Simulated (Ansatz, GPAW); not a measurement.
# KI with PBE in single-zeta orbitals from a Python script

These are simulated results from GPAW 26.7.0, not measurements. The cell began as a measured structure and was relaxed with r2SCAN in plane waves (Ansatz 0.2.0). All runs are without spin polarisation.

Space group Fm-3m (No. 225), cubic; conventional cell a = 7.089 Å, 44.53 Å³ an atom. Around K lie 6 I at 3.54 Å; around I lie 6 K at 3.54 Å.

The basis is minimal: single zeta, one radial function for each shell that the log's basis lists. It describes the filled bands fairly and the empty ones poorly.

The script, run.py:

```python
import json
from ase import Atoms
from gpaw import GPAW, PW, FermiDirac

atoms = Atoms(['K', 'I'],
              cell=[[0.0, 3.54456614, 3.54456614], [3.54456614, 0.0, 3.54456614], [3.54456614, 3.54456614, 0.0]],
              scaled_positions=[[0.0, 0.0, 0.0], [0.5, 0.5, 0.5]],
              pbc=True)
calc = GPAW(mode='lcao', basis='sz(dzp)', h=0.2, xc='PBE', kpts={'size': (4, 4, 4), 'gamma': True},
            occupations=FermiDirac(0.02), maxiter=100, legacy_gpaw=True, txt='gpaw.txt')
atoms.calc = calc
res = {'energy': atoms.get_potential_energy(force_consistent=True)}
res['electrons'] = calc.get_number_of_electrons()
res['k'] = calc.get_ibz_k_points().tolist()
res['levels'] = [calc.get_eigenvalues(kpt=i).tolist() for i in range(len(res['k']))]
points = [[0.0, 0.0, 0.0], [0.5, 0.0, 0.5], [0.625, 0.25, 0.625], [0.375, 0.375, 0.75], [0.5, 0.5, 0.5], [0.5, 0.25, 0.75]]
bands = calc.fixed_density(kpts=points, symmetry='off', txt='bands.txt')
res['points'] = [bands.get_eigenvalues(kpt=i).tolist() for i in range(len(points))]
json.dump(res, open('results.json', 'w'))
print('free energy (eV):', round(res['energy'], 5))
```

Command: `python run.py`. It took 8.5 s on 1 thread of Arm Neoverse V1, with other jobs on the host, peak memory 0.15 GiB.

The log gpaw.txt, trimmed of paths, versions and times, then the last line on the terminal. An iter line gives the energy in eV and the logarithms of the changes of orbitals (plane waves alone) and density (c: converged):

```
___ ___ ___ _ _ _
 |   |   |_  | | | |

 | | | | | . | | | |

 |__ |  _|___|_____|  26.7.0
 |___|_|

Input parameters:
  basis: sz(dzp)
  h: 0.2
  kpts: {gamma: True,
         size: (4, 4, 4)}
  maxiter: 100
  mode: lcao
  occupations: {fixmagmom: False,
                name: fermi-dirac,
                width: 0.02}
  xc: PBE

System changes: positions, numbers, cell, pbc, initial_charges, initial_magmoms

Initialize ...

species:
  K:
    name:    Potassium
    Z:       19.0
    valence: 9
    core:    10
    charge:  0.0  # [|e|]
    compensation charges:
      type: gauss
      rc: 0.35  # [Å]
      lmax: 2
    cutoffs:
      filter: 1.91  # [Å]
      core: 1.27  # [Å]
    projectors
    | kind |    occ | energy [eV] | rcut [Å] |

    |------|--------|-------------|----------|

    |   3s |  2.000 |     -35.338 |    1.122 |

    |   4s |  1.000 |      -2.319 |    1.122 |

    |   3p |  6.000 |     -18.813 |    1.106 |

    |    p |        |       8.398 |    1.106 |

    |    d |        |       0.000 |    0.937 |

    LCAO basis set for K:
      Name: sz(dzp)
      Number of radial functions: 4
      Number of spherical harmonics: 8
        l=0, rc=4.2656 Bohr: 3s-sz confined orbital
        l=0, rc=13.1094 Bohr: 4s-sz confined orbital
        l=1, rc=5.0312 Bohr: 3p-sz confined orbital
        l=1, rc=16.0000 Bohr: 4p-sz confined orbital
      Number of RI-basis functions 0

  I:
    name:    Iodine
    Z:       53.0
    valence: 7
    core:    46
    charge:  0.0  # [|e|]
    compensation charges:
      type: gauss
      rc: 0.37  # [Å]
      lmax: 2
    cutoffs:
      filter: 2.06  # [Å]
      core: 2.90  # [Å]
    projectors
    | kind |    occ | energy [eV] | rcut [Å] |

    |------|--------|-------------|----------|

    |   5s |  2.000 |     -17.382 |    1.164 |

    |   5p |  5.000 |      -7.088 |    1.164 |

    |    s |        |       9.829 |    1.164 |

    |    p |        |      20.123 |    1.164 |

    |    d |        |       0.000 |    1.164 |

    LCAO basis set for I:
      Name: sz(dzp)
      Number of radial functions: 2
      Number of spherical harmonics: 4
        l=0, rc=5.8750 Bohr: 5s-sz confined orbital
        l=1, rc=7.5156 Bohr: 5p-sz confined orbital
      Number of RI-basis functions 0

Reference energy: -209923.048885  # eV

Spin-paired calculation

Convergence criteria:
 Maximum [total energy] change in last 3 cyles: 0.0005 eV / valence electron
 Maximum integral of absolute [dens]ity change: 0.0001 electrons / valence electron
 Maximum integral of absolute [eigenst]ate change: 4e-08 eV^2 / valence electron
 Maximum number of scf [iter]ations: 100
 (Square brackets indicate name in SCF output, whereas a 'c' in
 the SCF output indicates the quantity has converged.)

Symmetries present (total): 48

  ( 1  0  0)  ( 1  0  0)  ( 1  0  0)  ( 1  0  0)  ( 1  0 -1)  ( 1  0 -1)
  ( 1  0 -1)  ( 1 -1  0)  ( 0  1  0)  ( 0  0  1)  ( 1  0  0)  ( 1 -1  0)
  ( 1 -1  0)  ( 1  0 -1)  ( 0  0  1)  ( 0  1  0)  ( 1 -1  0)  ( 1  0  0)

  ( 1  0 -1)  ( 1  0 -1)  ( 1 -1  0)  ( 1 -1  0)  ( 1 -1  0)  ( 1 -1  0)
  ( 0  1 -1)  ( 0  0 -1)  ( 1  0  0)  ( 1  0 -1)  ( 0 -1  1)  ( 0 -1  0)
  ( 0  0 -1)  ( 0  1 -1)  ( 1  0 -1)  ( 1  0  0)  ( 0 -1  0)  ( 0 -1  1)

  ( 0  1  0)  ( 0  1  0)  ( 0  1  0)  ( 0  1  0)  ( 0  1 -1)  ( 0  1 -1)
  ( 1  0  0)  ( 0  1 -1)  ( 0  0  1)  (-1  1  0)  ( 1  0 -1)  ( 0  1  0)
  ( 0  0  1)  (-1  1  0)  ( 1  0  0)  ( 0  1 -1)  ( 0  0 -1)  (-1  1  0)

  ( 0  1 -1)  ( 0  1 -1)  ( 0  0  1)  ( 0  0  1)  ( 0  0  1)  ( 0  0  1)
  ( 0  0 -1)  (-1  1  0)  ( 1  0  0)  ( 0  1  0)  ( 0 -1  1)  (-1  0  1)
  ( 1  0 -1)  ( 0  1  0)  ( 0  1  0)  ( 1  0  0)  (-1  0  1)  ( 0 -1  1)

  ( 0  0 -1)  ( 0  0 -1)  ( 0  0 -1)  ( 0  0 -1)  ( 0 -1  1)  ( 0 -1  1)
  ( 1  0 -1)  ( 0  1 -1)  ( 0 -1  0)  (-1  0  0)  ( 1 -1  0)  ( 0  0  1)
  ( 0  1 -1)  ( 1  0 -1)  (-1  0  0)  ( 0 -1  0)  ( 0 -1  0)  (-1  0  1)

  ( 0 -1  1)  ( 0 -1  1)  ( 0 -1  0)  ( 0 -1  0)  ( 0 -1  0)  ( 0 -1  0)
  ( 0 -1  0)  (-1  0  1)  ( 1 -1  0)  ( 0  0 -1)  ( 0 -1  1)  (-1  0  0)
  ( 1 -1  0)  ( 0  0  1)  ( 0 -1  1)  (-1  0  0)  ( 1 -1  0)  ( 0  0 -1)

  (-1  1  0)  (-1  1  0)  (-1  1  0)  (-1  1  0)  (-1  0  1)  (-1  0  1)
  ( 0  1  0)  ( 0  1 -1)  (-1  0  1)  (-1  0  0)  ( 0  0  1)  ( 0 -1  1)
  ( 0  1 -1)  ( 0  1  0)  (-1  0  0)  (-1  0  1)  ( 0 -1  1)  ( 0  0  1)

  (-1  0  1)  (-1  0  1)  (-1  0  0)  (-1  0  0)  (-1  0  0)  (-1  0  0)
  (-1  1  0)  (-1  0  0)  ( 0  0 -1)  ( 0 -1  0)  (-1  1  0)  (-1  0  1)
  (-1  0  0)  (-1  1  0)  ( 0 -1  0)  ( 0  0 -1)  (-1  0  1)  (-1  1  0)

64 k-points: 4 x 4 x 4 Monkhorst-Pack grid + [1/8,1/8,1/8]
8 k-points in the irreducible part of the Brillouin zone
       k-points in crystal coordinates                weights
   0:     0.00000000    0.00000000    0.00000000          1/64
   1:     0.25000000    0.25000000    0.00000000          6/64
   2:     0.25000000    0.25000000    0.25000000          8/64
   3:     0.50000000    0.25000000   -0.25000000          6/64
   4:     0.50000000    0.25000000    0.25000000         12/64
   5:     0.50000000    0.50000000    0.00000000          3/64
   6:     0.50000000    0.50000000    0.25000000         24/64
   7:     0.50000000    0.50000000    0.50000000          4/64

Wave functions: LCAO
  Diagonalizer: Serial LAPACK
  Atomic Correction: dense with blas
  Data-type: complex

Occupation numbers: Fermi-Dirac:
  width: 0.0200  # eV

Eigensolver
   LCAO using direct dense diagonalizer

Densities:
  Coarse grid: 20*20*20 grid
  Fine grid: 40*40*40 grid
  Total Charge: 0.000000

Density mixing:
  Method: separate
  Backend: msr1
  Linear mixing parameter: 0.05
  old densities: 10
  Width of damping distribution: 1.1
  Damping of long wavelength oscillations: 20

Hamiltonian:
  XC and Coulomb potentials evaluated on a 40*40*40 grid
  Using the PBE Exchange-Correlation functional
  Interpolation: tri-quintic (5. degree polynomial)
  Poisson solver: FastPoissonSolver using
    Stencil: 12*3+1=37 point O(h^6) finite-difference Laplacian
    FFT axes: [np.int64(0), np.int64(1), np.int64(2)]
    FST axes: []

XC parameters: PBE with 2 nearest neighbor stencil

Memory estimate:
  Process memory now: 113.41 MiB
  Calculator: 16.28 MiB
    Density: 7.83 MiB
      Arrays: 1.59 MiB
      Localized functions: 5.02 MiB
      Mixer: 1.22 MiB
    Hamiltonian: 1.40 MiB
      Arrays: 1.04 MiB
      XC: 0.00 MiB
      Poisson: 0.00 MiB
      vbar: 0.36 MiB
    Wavefunctions: 7.06 MiB
      C [qnM]: 0.01 MiB
      S, T [2 x qmm]: 0.04 MiB
      P [aqMi]: 0.00 MiB
      BasisFunctions: 7.01 MiB
      Eigensolver: 0.00 MiB

Total number of cores used: 1

Number of atoms: 2
Number of atomic orbitals: 12
Number of bands in calculation: 9
Number of valence electrons: 16
Bands to converge: occupied
Positions:
   0 K      0.000000    0.000000    0.000000    ( 0.0000,  0.0000,  0.0000)
   1 I      3.544566    3.544566    3.544566    ( 0.0000,  0.0000,  0.0000)

Unit cell:
           periodic     x           y           z      points  spacing
  1. axis:    yes    0.000000    3.544566    3.544566    20     0.2046
  2. axis:    yes    3.544566    0.000000    3.544566    20     0.2046
  3. axis:    yes    3.544566    3.544566    0.000000    20     0.2046

  Lengths:   5.012774   5.012774   5.012774
  Angles:   60.000000  60.000000  60.000000

Effective grid spacing dv^(1/3) = 0.2233

iter:   1    -4.932173        c
iter:   2    -4.926778        c -1.51
iter:   3    -4.898457        c -1.53
iter:   4    -4.898924        c -2.34
iter:   5    -4.898785c       c -2.82
iter:   6    -4.898774c       c -3.50
iter:   7    -4.898774c       c -4.54c

Converged after 7 iterations.

Energy contributions relative to reference atoms: (reference = -209923.048885)

Kinetic:        +13.958815
Potential:      -13.011650
External:        +0.000000
XC:              -5.971848
Entropy (-ST):   -0.000000
Local:           +0.125908
SIC:             +0.000000
--------------------------
Free energy:     -4.898774
Extrapolated:    -4.898774

Showing only first 2 kpts
 Kpt  Band  Eigenvalues  Occupancy
  0     6      0.66775    2.00000
  0     7      0.66896    2.00000
  0     8      4.38857    0.00000

  1     6      0.46943    2.00000
  1     7      0.47023    2.00000
  1     8      5.95402    0.00000

Fermi level: 2.29876

Gap: 3.720 eV
Transition (v -> c):
  (s=0, k=0, n=7, [0.00, 0.00, 0.00]) -> (s=0, k=0, n=8, [0.00, 0.00, 0.00])
No difference between direct/indirect transitions

free energy (eV): -4.89877
```

The gap in the log is over the mesh alone; results.json adds the listed points. PBE in single-zeta orbitals gives a gap of 3.72 eV. On the same cell, plane-wave PBE (Ansatz, 6×6×6 k points and the special points) gives a gap of 3.94 eV and r2SCAN a gap of 4.59 eV; on shared hosts these took about 2.4 and 5.9 core-seconds on the 2-atom cell, against 8.5 for the script. Spin-orbit coupling, left out in all these runs, can cut or reorder the gap by tenths of an eV, up to about 1 eV with Pb or Bi.

No spin-orbit coupling is included; it can move band edges with weight on the heavy atoms by tenths of an eV.
